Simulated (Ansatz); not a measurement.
One input on several machines: RPA on PBE, norm-conserving, KF (Fm-3m)

All times were clocked for whole runs of Ansatz 0.2.0, start-up included, one run at a time with no other job on the machine: an Arm Neoverse N1 node (56 of its 64 cores, memory capped at 64 GiB); a node with four NVIDIA GB300 Max-Q cards and 144 Grace (Neoverse V2) cores; a node with four NVIDIA GB200 cards and 144 Grace (Neoverse V2) cores; a node with eight NVIDIA H100 80GB cards and 96 AMD EPYC 7R13 cores; an Intel Xeon 6975P-C node (Granite Rapids, 96 cores, 192 hardware threads, 360 GiB). Times and memory are rounded to two significant figures, and ratios are formed from the unrounded values. A row is a single run, so small differences between rows aren't established. System services beside the runs took up to 5 cores (rounded up). Runs with a thread on every core shared the cores with them. Precision is the program's default, which can work at lower precision in parts of a run. Card memory is the largest of readings taken every 0.4 s, so short peaks can be missed, and it isn't given for runs under about 3 s. It shows what a run took, which needn't be the least that it can run in: the program holds more work at once where threads and free memory allow.

Commands are shown without the flags for output files and display.

* atoms: 2
* valence electrons: 16
* cell volume: 37.41 Å³
* cutoff (chosen by the program): 1320 eV
* k mesh: 5×5×5
* k points solved: 10
* symmetry operations used (translations within a supercell counted): 48
* plane waves at Γ: 4015
* dense FFT grid: 45×45×45
* bands at the start: 12
* spin: none
* first density: superposed atoms

The input file:

```yaml
crystal:
  lattice:
    - [0.000000, 2.654413, 2.654413]
    - [2.654413, 0.000000, 2.654413]
    - [2.654413, 2.654413, 0.000000]
  atoms:
    - { symbol: K, position: [0.000000, 0.000000, 0.000000] }
    - { symbol: F, position: [0.500000, 0.500000, 0.500000] }
kpoints:
  mp_grid: { grid: [5, 5, 5] }
hamiltonian:
  xc: pbe
  pseudopotentials: { kind: nc }
scf:
  occupations: { method: fixed }
output: { rpa_energy: { ecut_chi_ladder: [144, 162, 180], long_wavelength: optical_limit } }
```

| machine share | command | wall time | SCF clock | outside it | CPU time | SCF iterations | threads | the cards share | host memory (GiB) | fullest card (GiB) | remarks |
| --- | --- | --- | --- | --- | --- | --- | --- | --- | --- | --- | --- |
| 1 × GB300 | ansatz run input.yaml --backend cuda --devices 1 | 9.7 s | 8.7 s | 1.1 s | 4.1 min | 9 | 72 |  | 2.1 | 15 |  |
| 1 × H100 | ansatz run input.yaml --backend cuda --devices 1 | 12 s | 11 s | 1.7 s | 4.6 min | 9 | 48 |  | 2.0 | 14 | eigensolver pass unconverged |
| 144 threads, Grace of the GB200 node | ansatz run input.yaml --backend cpu | 38 s | 38 s | 0.32 s | 66 min | 9 | 144 |  | 5.9 |  |  |
| 144 threads, Grace of the GB300 node | ansatz run input.yaml --backend cpu | 39 s | 39 s | 0.33 s | 67 min | 9 | 144 |  | 5.9 |  |  |
| 2 × H100 | ansatz run input.yaml --backend cuda --devices 2 | 10 s | 8.1 s | 2.2 s | 4.1 min | 9 | 2×48 | k points | 2.4 | 7.2 | eigensolver pass unconverged |
| 56 threads, Neoverse N1 | taskset -c 8-63 ansatz run input.yaml --backend cpu --max-ram 64GiB | 50 s | 50 s | 0.31 s | 27 min | 9 | 56 |  | 5.8 |  |  |
| 96 threads, Xeon 6975P-C | ansatz run input.yaml --backend cpu | 15 s | 15 s | 0.21 s | 17 min | 9 | 96 |  | 6.1 |  |  |

The SCF clock is the program's own. It runs from the start of the first SCF loop to the final result and holds forces, stress, later SCFs and response steps. Outside it lie start-up, exit and the set-up ahead of the first loop, which depends on the cell and the method.

SCF iterations are those that the program logged, summed over all steps and exchange cycles of a run; an SCF made in search of a lower state can go uncounted; response, GW and RPA loops aren't counted. The k points are those of the first SCF; band paths, strained cells and response steps solve further ones. The cost of G0W0 and RPA follows the typed screening cutoff, the k mesh and, for G0W0, the empty bands and states asked. These weren't tested for convergence, so a converged result can cost much more.

«eigensolver pass unconverged»: in some pass the eigensolver left bands unconverged after its restarts. Threads written as a×b are a pools of b host workers, as the log lists them; the log's own count of threads can differ.

The machines don't compute alike at the default precision: the logs show emulated matrix products on GB200 and GB300, and some doubles held as pairs of floats on GB300.

The runs on cards also kept host threads busy (see the CPU time), so differences between cards can come from their hosts too.

Among these rows the slowest by wall time (56 threads, Neoverse N1) takes 5.1 times as long as the fastest (1 × GB300). Up to 21 % of a wall time lies outside the SCF clock (2 × H100), so the wall times show the speed at the clocked work only in part. On the SCF clock alone the slowest (56 threads, Neoverse N1) takes 6.1 times as long as the fastest (2 × H100).

Question: How long does the same input take on 1 × GB200 (ansatz run input.yaml --backend cuda --devices 1)?

Answer: 6.6 s, in 9 SCF iterations, 0.54 times the time on 1 × H100; peak host memory 2.0 GiB, 15 GiB on the fullest card. Of the wall time 5.6 s is on the SCF clock and 1.0 s outside. On the SCF clock alone it is 0.52 times that on 1 × H100 (5.6 s against 11 s). The gap on the SCF clock between 1 × GB300 and 1 × GB200 (8.7 s against 5.6 s) wasn't traced.
